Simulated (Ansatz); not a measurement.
Crystal: Bi2Te3 (Tellurobismuthite).

```xyz
5
Lattice="2.1930 1.2661 10.1657 -2.1930 1.2661 10.1657 0.0000 -2.5323 10.1657" Properties=species:S:1:pos:R:3 pbc="T T T"
Bi    0.0000    0.0000   18.2982
Bi    0.0000    0.0000   12.1988
Te    0.0000    0.0000   24.1079
Te    0.0000    0.0000    6.3891
Te    0.0000    0.0000    0.0000
```

Base run:

```yaml
Program: Ansatz 0.2.0
Functional: PBE
Potentials_or_basis: all-electron LAPW, scalar-relativistic
Cutoff: 187 eV (chosen from the basis error)
Basis_error_allowed: 0.002 eV/atom
k_mesh: 7 × 7 × 7
Occupations: fermi-dirac, width 0.05 eV
Spin: no spin polarisation
```

Its results: band gap on the k mesh 0.29 eV, direct; pressure 1.9 GPa; largest force 0.041 eV/Å.

Question: The run is repeated on the same cell with these changes: functional from PBE to PBEsol. What comes out?

Answer: Band gap on the k mesh 0.24 eV, direct; pressure -0.6 GPa; largest force 0.113 eV/Å.

PBEsol binds more tightly than PBE, so the same cell stands under less pressure.

Caveats: spin-orbit coupling is left out, which as a rule narrows the gap of such compounds by several tenths of an eV.
